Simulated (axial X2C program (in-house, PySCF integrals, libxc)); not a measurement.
**OPrO⁻: the levels of the configuration f(δφ)1 s1 f(π)0**

Which Ω levels does OPrO⁻ have in the configuration f(δφ)1 s1 f(π)0, and how far apart?

Program: an in-house X2C program for linear molecules on PySCF integrals. Level of theory: two-component X2C, average-of-configuration Hartree–Fock and CI in the open shells. These are calculated values, not measurements.

All values are calculated.

## 1. The job

The input, task.json:

```json
{"zs": [8, 59, 8], "q": -1, "bas": ["dyall-v2z", "dyall-v2z", "dyall-v2z"], "r0": 1.72, "metal": 1, "shells": [[3, [2, 3], 1], [0, [0], 1], [3, [1], 0]], "fix": 0, "emax": 3.5, "nroots": 6}
```

Keys: zs atomic numbers; q charge; bas basis sets; r0 starting distance in Å; metal index of the metal atom; shells open shells as [l, |m| values, electrons]; fix electron count of the first shell held; emax energy window in eV; nroots roots for each Ω.

Started as:

```console
$ python soci.py task.json out
```

Two-component X2C with atomic mean-field Coulomb and Gaunt terms, basis O dyall-v2z, Pr dyall-v2z (cores contracted in-house). Orbitals come from Hartree–Fock averaged over the configuration Pr f(δφ)1 s1 f(π)0; CI then distributes these electrons over the f(δφ), s, f(π) shells of Pr.

## 2. CI at O–Pr–O held linear, both bonds 1.816 Å

What does the calculation give? Wanted: lowest level of the model; next level; lowest curve, Re and ωe.

**Answer**, as computed:

| quantity | value |
| --- | --- |
| lowest level of the model | Ω = 2, g∥ = 2.14, 100% f(δφ)1 s1 |
| next level | Ω = 3, 85 cm⁻¹ higher |
| lowest curve, Re and ωe | 1.823 Å, 719.5 cm⁻¹ |

What this shows: In the lowest level ⟨Sz⟩ = -0.93 and ⟨Lz⟩ = 2.93; its leading determinant has weight 0.54 among 10. From 1.816 to 2.143 Å the gap from the lowest to the fifth level goes from 2514 to 2911 cm⁻¹. Without dynamic correlation distances can be off by several hundredths of an Å, and the wavenumbers are rough. There is no dynamic correlation: spin–orbit spacings and, for f shells, spacings inside one term are the most reliable numbers, splittings between terms come out too wide, and energies between configurations are not reliable, so the lowest level need not be the ground state of the molecule. At most 6 roots were kept for each Ω > 0 (twice that for Ω = 0) within 3.5 eV of the lowest, so higher up levels can be missing between those listed; levels with Ω > 0 are doubly degenerate and listed once, Ω = 0 levels singly. States that fill the shells left empty in the average are placed too high. For an anion, levels above electron detachment are held by the basis set. The molecule was held linear; bending was not examined.
